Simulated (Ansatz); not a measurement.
**TiN (doublet): wave-function methods side by side, def2-QZVPP**

One table from this session's results is given with a row withheld; the runs are named, their logs left out.

The runs use Ansatz 0.2.0, Gaussian basis; def2-QZVPP, core rule «outside noble gas», up to 10 orbitals frozen.

The runs, in order: UHF; ROHF; CCSD(T) on UHF.

**The system**

The geometry is a PBE0/def2-TZVP stationary point (not a proven minimum) of the parent state, kept for this charge and spin.

2 atoms, charge 0, spin multiplicity 2.

Atoms are counted from 1 here; the program's logs count them from 0.

Bond lengths: Ti1–N2 1.646 Å.

Coordinates:

```csv
atom,x (Å),y (Å),z (Å)
Ti1,0.0000,0.0000,0.0000
N2,0.0000,0.0000,1.6464
```

The first run:

in.yaml

```yaml
crystal:
  periodic: [false, false, false]
  atoms:
    - {symbol: Ti, position_ang: [0.000000, 0.000000, 0.000000]}
    - {symbol: N, position_ang: [0.000000, 0.000000, 1.646400]}
basis:
  gaussian: {orbitals: "def2-QZVPP.json"}
magnetization: {spin_polarized: true, initial_magnetization: 1}
hamiltonian: {xc: hf}
output: {orbitals: {seedname: orbitals}}
```

Started as:

```console
$ ansatz run in.yaml --threads 1 --pin off --events-out ev --progress --plain --max-ram 3968MiB --backend cpu
```

Steps of the session up to this table: UHF; ROHF; CCSD(T) on UHF.

One of the session's tables, all rows but one given; the rest of the session is left out.

It belongs to the step «Misses and costs». 

```
  method  from UCCSD(T) (meV)
    ROHF                    ?
    UMP2              +2578.8
   UCCSD               +866.3
UCCSD(T)                    0
```

**Question.** Estimate the row for ROHF.

The run gave: from UCCSD(T) (meV): +10918.4. In the column «from UCCSD(T) (meV)» it is the highest.

Left out of the table: UHF (another determinant or state than the rows shown).

The program flags UCCSD(T) as in doubt (see the logs), so the zero of the table is itself unsure.

Caveats from the session: The determinant is far from a pure spin state, so its energy mixes those of several spin states (harmless only where they are near-degenerate, as at dissociation). The program flags UCCSD(T) as in doubt, so the zero of the table is itself unsure. Warnings: spin contamination; coupled cluster took another determinant than the lowest.
